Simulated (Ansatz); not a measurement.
# MgBr₂: taking an electron away

The task here is to estimate one member of a computed series from the others.

Computed with Ansatz 0.2.0, Gaussian basis. Level: unrestricted cation, the program's frozen cores in correlated methods.

Levels to be run: UKS PBE-D4/def2-TZVPP; UKS r2SCAN-D4/def2-TZVPP; UKS PBE0-D4/def2-TZVPP; UKS B3LYP-D4/def2-TZVPP; UKS wB97X-V/def2-TZVPP; UKS wB97M-V/def2-TZVPP; UKS B2PLYP/def2-TZVPP; UHF-CCSD(T)/def2-TZVPP; UHF-MP2/def2-QZVPP; extrapolation to the limit; then −ε(HOMO) from the neutral's earlier runs with LDA (SPW92), PBE-D4, revPBE-D4, BLYP-D4, r2SCAN-D4, B97M-V, PBE0-D4, B3LYP-D4, r2SCANh-D4, r2SCAN0-D4, HSE06-D4, BHLYP-D4, CAM-B3LYP-D4, LC-ωPBE, ωB97X-V, ωB97M-V.

## The relaxed structure

All runs share one geometry, relaxed beforehand with PBE0-D4 in a triple-zeta def2 set.

SMILES `[Br][Mg][Br]`, 3 atoms, charge 0, spin multiplicity 1.

Atoms are counted from 1 here; the program's logs count them from 0.

Bond lengths: Br1–Mg2 2.320 Å, Mg2–Br3 2.320 Å. Angles: Br1–Mg2–Br3 179.9°.

Coordinates:

```mol
Br2Mg
  3D, bonds by distance, orders not assigned

  3  2  0  0  0  0  0  0  0  0999 V2000
   -1.9129    0.8889   -0.9570 Br  0  0
   -0.0035   -0.0204   -0.0038 Mg  0  0
    1.9053   -0.9332    0.9474 Br  0  0
  1  2  8  0
  2  3  8  0
M  END
```

Set-up of the first run:

Contents of in.yaml:

```yaml
crystal:
  periodic: [false, false, false]
  atoms:
    - {symbol: Br, position_ang: [-1.912894, 0.888934, -0.956958]}
    - {symbol: Mg, position_ang: [-0.003452, -0.020421, -0.003765]}
    - {symbol: Br, position_ang: [1.905347, -0.933213, 0.947424]}
basis:
  gaussian: {orbitals: def2-TZVPP}
total_charge: 1
magnetization: {spin_polarized: true, initial_magnetization: 1}
hamiltonian: {xc: pbe, dispersion: d4}
```

On the command line:

```
$ ansatz run in.yaml --threads 4 --pin off --events-out ev --progress --plain --max-ram 10444MiB
```

Steps of the session up to this table: Cation, UKS PBE-D4/def2-TZVPP; Cation, UKS r2SCAN-D4/def2-TZVPP; Cation, UKS PBE0-D4/def2-TZVPP; Cation, UKS B3LYP-D4/def2-TZVPP; Cation, UKS wB97X-V/def2-TZVPP; Cation, UKS wB97M-V/def2-TZVPP; Cation, UKS B2PLYP (frozen core)/def2-TZVPP; Cation, UHF-CCSD(T)/def2-TZVPP; Cation, UHF-MP2/def2-QZVPP.

One table of the session follows, with a row left open; its other results are not shown here.

It belongs to the step «Ionisation energies side by side». Orbital estimates, from the neutral's runs:

```
  functional  −ε(HOMO) (eV)
 LDA (SPW92)           7.39
      PBE-D4           7.21
   revPBE-D4           7.15
     BLYP-D4           7.03
   r2SCAN-D4           7.54
      B97M-V           7.55
     PBE0-D4           8.47
    B3LYP-D4              ?
  r2SCANh-D4           8.00
  r2SCAN0-D4           8.69
    HSE06-D4           8.07
    BHLYP-D4           9.56
CAM-B3LYP-D4           9.79
     LC-ωPBE          11.20
     ωB97X-V          10.83
     ωB97M-V          10.68
```

Q: Estimate the row for B3LYP-D4 from the others.

Worked estimate for «−ε(HOMO) (eV)». Against the share of exact exchange, BLYP-D4 (0, 7.03), BHLYP-D4 (0.5, 9.56) give a slope of 5.06 per unit share; at 0.2 the line stands at 8.04.

**Answer.** −ε(HOMO) (eV): 8.20. In «−ε(HOMO) (eV)» the line misses by -0.16.
